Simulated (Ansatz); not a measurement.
NaBeH3, space group Pm-3m: a comparison of functionals at one structure, run with Ansatz's Python interface.

Script `xc.py`:
```python
"""One structure of NaBeH3 under several functionals."""

import warnings

import ansatz
import pandas as pd

MAX_ITERATIONS = 60
N_EMPTY = 8
K_LENGTH = 9
CUTOFF_EV = 470

warnings.simplefilter("ignore", ansatz.DeckWarning)

cell = (
    ansatz.Lattice.of((3.34289, 0.0, 0.0), (0.0, 3.34289, 0.0), (0.0, 0.0, 3.34289))
    .atom("Na", (0.5, 0.5, 0.5))
    .atom("Be", (0.0, 0.0, 0.0))
    .atom("H", (0.5, 0.0, 0.0))
    .atom("H", (0.0, 0.5, 0.0))
    .atom("H", (0.0, 0.0, 0.5))
)

setup = (
    cell.calculation()
    .scf(max_iterations=MAX_ITERATIONS, extra_bands=N_EMPTY)
    .kpoints(length=K_LENGTH)
    .basis(CUTOFF_EV, density_ratio=8)
    .occupations(ansatz.OccupationsMethod.FIXED)
    .mixing("msr1", preconditioner="kerker_dos")
    .stress()
)

rows = []
for value in ["blyp", "lda", "pbesol"]:
    data = setup.functional(value).run(threads=1).report
    rows.append((value, data["free_energy_ev"] / len(data["lattice"]["sites"]), data["n_iterations"], sum(data["stress_gpa"][i][i] for i in range(3)) / 3, data["n_kpoints"]))

table = pd.DataFrame(rows, columns=["functional", "F/atom (eV)", "iterations", "P (GPa)", "k-points"])
print(table.round(5).to_string(index=False))
```

Rank the functionals by the pressure that they give at this structure. What does the order say about their lattices?

From lowest to highest: LDA (-2.5 GPa), PBEsol (-0.1 GPa) and BLYP (1.8 GPa). At a fixed cell a lower pressure usually means a smaller equilibrium volume, so LDA prefers the smallest cell and BLYP the largest. Gaps by band count in the reports: BLYP 2.39 eV, LDA 1.72 eV and PBEsol 1.82 eV (Kohn-Sham values on this mesh, as a rule under measured gaps).

The run itself:

```console
$ python xc.py
functional  F/atom (eV)  iterations  P (GPa)  k-points
      blyp   -326.07864           7  1.77124         4
       lda   -320.42199           6 -2.49713         4
    pbesol   -322.68790           6 -0.10705         4
```

Caveats:
- Energy and stress may still move on a finer k-point mesh.
- Pressure is positive in compression.
- The structure comes from a database of computed cells and needn't be a stable or known phase.
- Total energies of different functionals can't be compared; pressures, moments and gaps at this one structure can.
- Wall time of the script: 2 s on 1 thread of Arm Neoverse V2, with other jobs on the host, peak memory 0.39 GiB.

(Lines on the test bed's own set-up are left out of the output.)
